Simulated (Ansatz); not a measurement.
# Cd2TeO (ordered alloy on zincblende lattice): Wannier runs under varied settings, part 2 of 2

Which of these Wannier inputs for Cd2TeO (ordered alloy on zincblende lattice) end well? Each is run as it stands.

Ansatz 0.2.0; plane waves, PAW; the settings change from run to run, as each input shows; no spin-orbit coupling unless a run is so named.

## (5) Try 4

input.yaml reads:

```yaml
crystal:
  lattice:
    - [4.2051349867, 0.0, 0.0]
    - [0.0, 4.2051349867, 0.0]
    - [0.0, 0.0, 5.4007120652]
  atoms:
    - { symbol: O, position: [0.0, 0.0, 0.0] }
    - { symbol: Cd, position: [0.0, 0.5, 0.8398944457] }
    - { symbol: Te, position: [0.5, 0.5, 0.5] }
    - { symbol: Cd, position: [0.5, 0.0, 0.1601055543] }
kpoints:
  mp_grid: { grid: [6, 6, 4] }
  band_path:
    path:
      - [[0.0, 0.0, 0.0], [2.255027484824e-51, 0.5, 4.302148547861e-67], [0.5, 0.5, 3.474168217366e-33], [0.0, 0.0, 0.0], [-1.335418991916e-49, 4.482923325496e-84, 0.5], [-1.335418991916e-49, 0.5, 0.5], [0.5, 0.5, 0.5], [-1.335418991916e-49, 4.482923325496e-84, 0.5]]
      - [[2.255027484824e-51, 0.5, 4.302148547861e-67], [-1.335418991916e-49, 0.5, 0.5]]
      - [[0.5, 0.5, 3.474168217366e-33], [0.5, 0.5, 0.5]]
    npoints: 10
hamiltonian:
  xc: pbe
scf:
  occupations: { method: fermi_dirac, width: 0.02 }
  n_extra_bands: 6
output:
  forces: false
  stress: false
  eigenvalues: true
  wannier:
    kmesh: [3, 3, 3]
    projections:
      - { species: O, l: s, shell: 2 }
      - { species: O, l: p, shell: 2 }
      - { species: Te, l: s, shell: 5 }
      - { species: Te, l: p, shell: 5 }
    minimise: true
    write_hr: true
    conv_tol: 1.0e-08
    max_iter: 1000
  write_density: true
  write_potential: true
  elf: true
  volumetric_format: npy
```

On the command line:

```bash
ansatz run input.yaml --threads 4 --pin off --max-ram 3686MiB --backend cpu --events-out ev --progress --plain --runs-dir out
```

The program printed:

```text
Warning: RAYON_NUM_THREADS=4 ignored (pool sized by the plan → 4); use --threads N
scf.n_extra_bands = 6 over 31 filled bands (N_el = 62.0): the run solves 37 bands
Engine: ansatz 0.2.0, aarch64-unknown-linux-gnu
Pseudopotentials: kind: paw
Pseudopotential: O, paw, valence charge 6, recommended cutoff 420 eV (normal), O.paw.azcp
Pseudopotential: Cd, paw, valence charge 20, recommended cutoff 420 eV (normal), Cd.paw.azcp
Pseudopotential: Te, paw, valence charge 16, recommended cutoff 420 eV (normal), Te.paw.azcp
Functional definition: PBE
  parameter kappa = 0.804
  parameter beta = 0.06672455060314922
  exchange = pbe_x(kappa = kappa, mu = beta*pi^2/3)
  correlation = pbe_c(beta = beta)
Crystal: 4 atoms, lattice volume = 95.502 Å³
Basis set: ecut = 420 eV, 1839 PW (Γ)
Bands: 37, of which v1, the nominal top of the filled ones, is band 31 counted from 1 (30 counted from 0)
Symmetry: 8 space group operations
Space group: P-4m2 (ITA 115), of the structure as read, at distance tolerance 4.6e-5 Å
k-points: 30 of 144 (time reversal used)
Non-local potential: O, projectors of the file, l = 0: 2, l = 1: 2, l = 2: 1
Non-local potential: Cd, projectors of the file, l = 0: 3, l = 1: 2, l = 2: 2, l = 3: 1
Non-local potential: Te, projectors of the file, l = 0: 2, l = 1: 2, l = 2: 2, l = 3: 2
PAW form: soft (Blöchl's): semilocal exchange-correlation on the pseudo side does not see the compensation charge
PAW one-centre angular grid: O, 110 points (default); XC on 64 Gauss nodes
PAW one-centre angular grid: Cd, 590 points (default); XC on 64 Gauss nodes
PAW one-centre angular grid: Te, 590 points (default); XC on 64 Gauss nodes
Initial density: superposition of atomic densities (neutral atoms: chi_scale 0, normalization atom), corrected by the library's trained network
Initial wavefunctions: pseudopotential atomic-orbital guess
Functional: x = pbe(κ = 0.804, μ = 0.2195149727645171), c = pbe(β = 0.06672455060314922)
SCF iter   1: F=—  HF=-24056.037211 eV  |F-HF|=—  |Δ(HF+E_count)|=         —  Δρ=1.82e-3  dr2=6.00e-3  ethr=1.77e-3  ⟨swp⟩=6.7  Hψ=4429  notcnv=0
preconditioner: auto → Resta (q_TF=auto, 2.539 Å⁻¹)  ε∞=4.9  [insulator: Δε(μ)=0.225 eV  Ē_g=11.617 eV  σ=0.020 eV  W_gap=0.57  n_scr=28 (ndim 8)  ℏωp=22.8 eV  f_vac=0.112  D(μ)=0.43/eV (n_scr^D=0)  ε∞_Penn≈4.9]
SCF iter   2: F=—  HF=-24056.036705 eV  |F-HF|=—  |Δ(HF+E_count)|=   5.06e-4  Δρ=1.07e-3  dr2=1.71e-3  ethr=9.68e-6  ⟨swp⟩=2.0  Hψ=2021  notcnv=0  defer=45
SCF iter   3: F=—  HF=-24056.036508 eV  |F-HF|=—  |Δ(HF+E_count)|=   1.97e-4  Δρ=8.99e-4  dr2=1.02e-3  ethr=2.76e-6  ⟨swp⟩=2.0  Hψ=1728  notcnv=0  defer=45
SCF iter   4: F=—  HF=-24056.036336 eV  |F-HF|=—  |Δ(HF+E_count)|=   1.72e-4  Δρ=1.88e-4  dr2=5.18e-5  ethr=1.64e-6  ⟨swp⟩=2.0  Hψ=1619  notcnv=0  defer=45
SCF iter   5: F=—  HF=-24056.036371 eV  |F-HF|=—  |Δ(HF+E_count)|=   3.58e-5  Δρ=8.26e-5  dr2=1.04e-5  ethr=8.36e-8  ⟨swp⟩=2.0  Hψ=1321  notcnv=0  defer=45
SCF iter   6: F=—  HF=-24056.036377 eV  |F-HF|=—  |Δ(HF+E_count)|=   5.94e-6  Δρ=2.77e-5  dr2=1.04e-6  ethr=1.67e-8  ⟨swp⟩=2.0  Hψ=1575  notcnv=0  defer=45
SCF iter   7: F=—  HF=-24056.036379 eV  |F-HF|=—  |Δ(HF+E_count)|=   1.37e-6  Δρ=1.26e-5  dr2=1.62e-7  ethr=1.68e-9  ⟨swp⟩=2.0  Hψ=1576  notcnv=0  defer=45
SCF iter   8: F=-24056.036379 eV  HF=-24056.036379 eV  |F-HF|=3.94e-8  |Δ(HF+E_count)|=   2.43e-7  Δρ=4.24e-6  dr2=2.01e-8  ethr=1.61e-10  ⟨swp⟩=7.6  Hψ=3284  notcnv=0
SCF 1 converged in 8 iterations: F = -24056.036379 eV  dr2 = 2.01e-8
NSCF: frozen V_eff on 93 k-points
NSCF: frozen V_eff on 9 k-points
the Wannier pass solved 9 of the 27 points of its mesh, and has the states at the others by symmetry: states obtained by the crystal's operations at points that were solved too leave a residual of 3.58e-13 eV (read by the count's bands and the next), within 8.33e-6 eV
NSCF: frozen V_eff on 9 k-points
the Wannier pass solved 9 of the 27 points of its mesh, and has the states at the others by symmetry: states obtained by the crystal's operations at points that were solved too leave a residual of 3.24e-13 eV (read by the count's bands and the next), within 8.33e-6 eV
SCF converged after 8 iterations
Free energy (F): -24056.036379 eV
Harris-Foulkes:  -24056.036379 eV  (|F-HF|=3.94e-8)
Internal energy: -24056.035800 eV  (E = F + TS)
E sigma→0 (E₀):  -24056.036089 eV
Entropy (-TS):   -0.000579 eV (-0.145 meV/atom)
Fermi energy:    8.981965 eV
--- Per-component energies (eV) ---
  E_band       = -1211.489274
  E_kinetic    = 1363.467490
  E_local      = -8929.812098  (includes V_loc(G=0)·N_el)
  E_nonlocal   = -193.514837
  E_hartree    = 4343.266474
  E_xc         = -550.691687
  E_vxc        = -640.391743  (∫ρ·V_xc dr)
  E_paw        = -12987.950208  (= ΣΔE_a)
  E_vpaw       = -1497.768975  (= ΣTr[D̂ρ^β])
  E_aug_tail   = 0.002181  (compensation charges beyond the density's cutoff)
  E_ewald      = -7100.803115
  E_smearing   = -0.000579  (= −TS)
  E_closure    = 0.000000  (closes the sum)
  Σ components = -24056.036379   (vs F -24056.036379, Δ=0.00e0)
--- Band table (eV; the first three rows and the last of 30) ---
  k-point 0: bands = ["-92.9617", "-92.9614", "-54.1089", "-54.1089", "-54.0667", "-54.0646", "-53.9330", "-53.9330", "-27.0340", "-27.0172", "-27.0172", "-26.9402", "-26.9313", "-8.3535", "-2.1619", "0.6966", "0.6966", "0.7972", "0.9032", "0.9751", "0.9854", "1.0425", "1.0425", "1.3192", "1.7814", "5.1493", "6.0787", "6.0787", "7.9604", "8.3105", "8.8142", "8.8142", "12.5162", "12.8844", "16.1782", "16.1782", "16.2547"]
  k-point 1: bands = ["-92.9617", "-92.9614", "-54.1089", "-54.1089", "-54.0667", "-54.0646", "-53.9330", "-53.9330", "-27.0340", "-27.0172", "-27.0172", "-26.9402", "-26.9313", "-8.3513", "-2.0929", "0.7164", "0.7164", "0.7882", "0.8518", "0.9880", "1.0027", "1.0027", "1.0324", "1.3165", "1.5735", "5.0866", "6.1896", "6.1896", "7.2644", "8.7627", "8.7627", "9.8723", "12.7035", "13.0003", "14.9275", "15.2202", "15.2202"]
  k-point 2: bands = ["-92.9617", "-92.9614", "-54.1089", "-54.1089", "-54.0667", "-54.0647", "-53.9330", "-53.9330", "-27.0340", "-27.0172", "-27.0172", "-26.9402", "-26.9313", "-8.3491", "-2.0175", "0.7312", "0.7428", "0.7428", "0.8504", "0.9566", "0.9566", "0.9905", "1.1047", "1.3139", "1.3501", "5.0321", "6.3078", "6.3078", "7.0507", "8.7031", "8.7031", "11.5409", "12.4470", "13.2791", "13.8711", "14.6935", "14.6935"]
  k-point 29: bands = ["-92.9615", "-92.9615", "-54.1110", "-54.1072", "-54.0657", "-54.0657", "-53.9356", "-53.9311", "-27.0328", "-27.0176", "-27.0176", "-26.9372", "-26.9322", "-8.1706", "-1.6758", "0.7082", "0.7582", "0.7582", "1.0571", "1.0571", "1.0993", "1.0993", "1.2277", "1.3561", "1.8867", "4.7495", "4.7495", "5.9878", "6.4818", "6.5703", "6.5703", "12.2725", "12.2725", "13.4769", "14.9864", "15.0193", "16.6399"]
Wannier search: line search 1 of at most 1000: gauge-dependent spread (as the search counts it) 2.7953389 Å², largest recent change 1.9e-1 Å² and fall left 1.7e-3 Å² against conv_tol 1.0e-8 Å², 0 stops escaped
```

Run time: 9.5 s. Hardware: 4 threads of Arm Neoverse V1, shared host; peak memory 0.5 GiB.

wannier.win names the bands that the functions span: 14-15, combinations of 26-32 (counted from 1; 31 are filled by count, though the bands overlap). Combinations are drawn from entangled bands, so such a model needn't follow any one band.

The head of wannier.spreads.toml:

```toml
omega_i_ang2 = 14.266904483748576
omega_d_ang2 = 0.006842558685901974
omega_od_ang2 = 0.9427204099214674
omega_total_ang2 = 15.216467452355944
least_projectability = 0.7201861760129654
b_vectors_match_mmn = true
n_iter = 24
converged = true
rejected_fitted_steps = 2
```

The functions (centres in Å, on-site energies from the highest level of the last filled band):

```tsv
n	x	y	z	spread (Å²)	on-site (eV)	nearest atoms	distance (Å)
1	0.322	0.000	0.228	1.314	-6.402	O1	0.39
2	0.000	0.322	-0.228	1.314	-6.402	O1	0.39
3	-0.322	0.000	0.228	1.314	-6.402	O1	0.39
4	0.000	-0.322	-0.228	1.314	-6.402	O1	0.39
5	2.692	2.103	3.117	2.490	-4.285	Te3	0.72
6	2.103	1.513	2.283	2.490	-4.285	Te3	0.72
7	1.513	2.103	3.117	2.490	-4.285	Te3	0.72
8	2.103	2.692	2.283	2.490	-4.285	Te3	0.72
```

Along the path each interpolated band stays within 0.00, 0.03, 0.21, 0.24, 0.10, 0.47, 0.26, 0.20 eV of the nearest computed level, from the lowest band up.

## (6) How the runs ended

The summary covers parts 1 to 2.

| try | settings | ended | result | fault | time |
| --- | --- | --- | --- | --- | --- |
| 1 | PBE, 8 functions, 1×1×1 | converged | spread 6.70 Å² | the Wannier mesh is a single point | 7.8 s |
| 2 | PBE, 6 functions, 1×1×1 | converged | spread 5.97 Å² | the Wannier mesh is a single point | 7.8 s |
| 3 | PBE, 10 functions, 4×4×4 | converged | spread 26.01 Å² |  | 12 s |
| 4 | PBE, 8 functions, 3×3×3 | converged | spread 15.22 Å² |  | 9.5 s |

In words: 4 converged. Over the sound inputs the mean spread of a function spans 1.90 to 2.60 Å². These numbers test the settings; they aren't properties of the solid.
